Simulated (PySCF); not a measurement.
# H5OPm (Pm(H)3(H2O)): the cost of one run

Computed with PySCF 2.14.0. Level: several levels, as the steps say, no spin–orbit coupling.

1 further run of the same task is left out (for a known fault of the program).

### 1 Where the work starts

7 atoms, charge 0, spin multiplicity 1.

Bond lengths: Pm1–H2 2.072 Å, Pm1–H3 2.070 Å, Pm1–H4 2.153 Å, Pm1–O5 2.398 Å, Pm1–H7 2.388 Å, O5–H6 0.964 Å, O5–H7 1.026 Å. Angles: H2–Pm1–H3 116.3°, H2–Pm1–H4 117.0°, H2–Pm1–O5 116.3°, H2–Pm1–H7 121.3°, H3–Pm1–H4 117.4°, H3–Pm1–O5 116.5°, H3–Pm1–H7 121.7°, H4–Pm1–O5 62.5°, H4–Pm1–H7 37.8°, O5–Pm1–H7 24.8°, Pm1–O5–H6 143.7°, Pm1–O5–H7 77.1°, H6–O5–H7 108.3°, Pm1–H7–O5 78.1°.

Geometry (Å):

```tsv
atom	x (Å)	y (Å)	z (Å)
Pm1	0.0571	0.0580	0.2611
H2	1.4767	1.1498	1.3029
H3	-0.8973	-1.4462	1.3158
H4	0.4242	-0.2784	-1.8335
O5	-1.2832	1.2795	-1.3072
H6	-1.4090	2.1438	-1.7147
H7	-0.6705	0.7240	-1.9142
```

Formal oxidation states: Pm +3. Each metal's 4 4f electrons lie in its core potential, so multiplicities, spins and levels count the valence alone. An earlier session relaxed this geometry at PBE0, Pm lcecp-1-SVP with ECP50, H def2-SVP, O def2-SVP (singlet, point group C1).

At PBE0 on the finer grid: E = -112.127818 Eh, HOMO -6.48 eV, LUMO -1.27 eV, Mulliken charge on Pm1 +0.73 e, largest force component 0.006 eV/Å. 

Levels to run: revPBE; HF; PBE0, TZVP. Hardware: 2 threads of Arm Neoverse V2, shared host.

### 2 revPBE

run.py (the lines that set the calculation)

```python
mol = gto.M(atom='''
Pm     0.05715     0.05803     0.26106
H      1.47670     1.14978     1.30285
H     -0.89733    -1.44615     1.31579
H      0.42417    -0.27842    -1.83350
O     -1.28316     1.27954    -1.30723
H     -1.40902     2.14383    -1.71465
H     -0.67048     0.72397    -1.91415''',
    basis={'Pm': 'lcecp-1-SVP', 'H': 'def2-SVP', 'O': 'def2-SVP'},
    ecp={'Pm': 'lcecp-1-SVP'},
    charge=0, spin=0)
mf = dft.RKS(mol, xc='PBE_R,PBE')
mf.grids.atom_grid = (75, 302)  # f atoms: unpruned, at least (60, 302)
mf = mf.density_fit()  # fitting sets: Pm AutoAux, H def2-universal-JKFIT, O def2-universal-JKFIT
mf.conv_tol = 1e-08; mf.max_cycle = 55
mf.kernel(dm0)  # dm0: the density of the relaxed state
```

Started as:

```sh
OMP_NUM_THREADS=2 python run.py
```

**Question.** How long does this run take on 2 threads of Arm Neoverse V2, shared host?

About 2.9 s.
